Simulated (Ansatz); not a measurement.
# GaH₃IN (SMILES [NH2][GaH][I]): single points off equilibrium

An exercise on one series of results from a longer session: the logs are not shown, and one member is left open.

Method: single points in def2-TZVPP; program: Ansatz 0.2.0, Gaussian basis.

Cores are frozen in the correlated methods. Filled d shells of the heavier atoms are correlated. Core potentials replace the inner electrons past krypton, and spin-orbit coupling is left out.

### The starting structure

SMILES `[NH2][GaH][I]`, 6 atoms, charge 0, spin multiplicity 1.

Atoms are counted from 1 here; the program's logs count them from 0.

Bond lengths: N1–Ga2 1.560 Å, N1–H4 1.158 Å, N1–H5 1.295 Å, Ga2–I3 2.493 Å, Ga2–H6 1.559 Å. Angles: Ga2–N1–H4 128.1°, Ga2–N1–H5 127.5°, H4–N1–H5 102.4°, N1–Ga2–I3 118.5°, N1–Ga2–H6 124.8°, I3–Ga2–H6 116.7°.

As a file:

```xyz
6
charge 0, multiplicity 1
N    -0.4650    0.3066   -0.6772
Ga    0.4009    0.0466    0.5945
I     1.6462   -2.1057    0.7664
H    -0.6362   -0.3976   -1.5807
H    -1.4116    1.1781   -0.8213
H     0.5899    1.0596    1.7646
```

Set-up of the first run:

Contents of run/in.yaml:

```yaml
crystal:
  periodic: [false, false, false]
  atoms:
    - {symbol: N, position_ang: [-0.465000, 0.306600, -0.677200]}
    - {symbol: Ga, position_ang: [0.400900, 0.046600, 0.594500]}
    - {symbol: I, position_ang: [1.646200, -2.105700, 0.766400]}
    - {symbol: H, position_ang: [-0.636200, -0.397600, -1.580700]}
    - {symbol: H, position_ang: [-1.411600, 1.178100, -0.821300]}
    - {symbol: H, position_ang: [0.589900, 1.059600, 1.764600]}
basis:
  gaussian: {orbitals: def2-TZVPP}
correlation: {method: ccsd_t}
output: {forces: true}
```

Command:

```
$ ansatz run in.yaml --threads 4 --pin off --events-out ev --progress --plain --max-ram 5222MiB
```

Among the steps run: CCSD(T)/def2-TZVPP; PBE0-D4/def2-TZVPP; wB97M-V/def2-TZVPP; r2SCAN-D4/def2-TZVPP; PBE-D4/def2-TZVPP; SPW92/def2-TZVPP; HSE06-D4/def2-TZVPP.

One of the session's tables, all rows but one given; the rest of the session is left out.

```
   method  RMS force component (eV/Å)  angle to CCSD(T) forces (°)  dipole (D)
  CCSD(T)                       5.203                    reference        3.45
  PBE0-D4                       5.122                          1.2        3.50
  wB97M-V                       5.197                          0.9        3.59
r2SCAN-D4                       5.033                          0.7        3.46
   PBE-D4                           ?                            ?           ?
    SPW92                       4.701                          1.1        3.53
 HSE06-D4                       5.121                          1.1        3.50
```

Estimate the missing values for PBE-D4.

**Answer.** RMS force component (eV/Å): 4.982; angle to CCSD(T) forces (°): 1.1; dipole (D): 3.37. In the column «RMS force component (eV/Å)» it lies between SPW92 (4.701) and r2SCAN-D4 (5.033).
